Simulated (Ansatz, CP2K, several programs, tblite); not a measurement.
Energy against volume for an ordered 4-atom cell of Ga₂SbP on the zincblende lattice (P-4m2), at fixed shape and fractional coordinates, computed by several methods (PBE and r2SCAN, where shown, with plane waves in Ansatz); the cell shown is that of r2SCAN. With free coordinates or axes held, a curve is too stiff, and on another method's shape its minimum isn't the method's own volume. It is tetragonal, P-4m2 (No. 115); a = 4.093 Å, c = 5.803 Å in the conventional setting, 24.30 Å³ an atom. P is surrounded by 4 Ga at 2.42 Å; Ga is surrounded by 2 P at 2.42 Å and 2 Sb at 2.60 Å; Sb is surrounded by 4 Ga at 2.60 Å. All values are calculated for a non-magnetic cell, which may be hypothetical. Energies count from each curve's lowest point; fits are third-order Birch-Murnaghan.

```cif
data_structure
_symmetry_space_group_name_H-M 'P-4m2'
_symmetry_Int_Tables_number 115
_cell_length_a 4.0926
_cell_length_b 4.0926
_cell_length_c 5.8035
_cell_angle_alpha 90.000
_cell_angle_beta 90.000
_cell_angle_gamma 90.000
_cell_volume 97.21
loop_
_atom_site_label
_atom_site_type_symbol
_atom_site_symmetry_multiplicity
_atom_site_Wyckoff_symbol
_atom_site_fract_x
_atom_site_fract_y
_atom_site_fract_z
_atom_site_occupancy
P1 P 1 a 0.00000 0.00000 0.00000 1
Ga1 Ga 2 g 0.00000 0.50000 0.77597 1
Sb1 Sb 1 c 0.50000 0.50000 0.50000 1
```

Task: GFN1-xTB (tblite), on the shape of the cell shown, as a cluster of 32 atoms at the zone centre, gives
```
V (Å³/atom)  E (meV/atom)
     21.385        392.20
     22.843        191.20
     24.301         74.23
     25.760         16.26
     27.218          0.00
```
What equilibrium volume and bulk modulus follow?

Result: V₀ = 27.21 Å³ an atom and B₀ = 60 GPa. The lowest point lies at an end of the range, so the fit is barely bracketed.

PBE, on the shape of its own relaxed cell:
```csv
V (Å³/atom),E (meV/atom)
23.658,17.83
24.413,4.16
25.168,0.00
25.923,3.67
26.678,14.15
```
V₀ = 25.17 Å³ an atom and B₀ = 56 GPa.

light PBE (260 eV and a coarse mesh), on the shape of the cell shown:
```
V (Å³/atom)  E (meV/atom)
     22.357        100.85
     23.329         88.83
     24.301         42.24
     25.274         15.57
     26.246          0.00
     27.218         13.79
```
The points scatter about the fit by more than 0.3 meV an atom, since at so low a cutoff the number of plane waves jumps with the volume, so no fit is quoted.

PBE/SZV (CP2K), on the shape of the cell shown:

| V (Å³/atom) | E (meV/atom) |
| --- | --- |
| 21.385 | 213.60 |
| 22.843 | 88.61 |
| 24.301 | 21.95 |
| 25.760 | 0.00 |
| 27.218 | 7.94 |

The points scatter about the fit by more than 0.3 meV an atom, so no fit is quoted.

r2SCAN, on the shape of its own relaxed cell:
```tsv
V (Å³/atom)	E (meV/atom)
22.843	20.42
23.572	4.76
24.301	0.00
25.031	4.47
25.760	16.73
```
V₀ = 24.29 Å³ an atom and B₀ = 67 GPa.
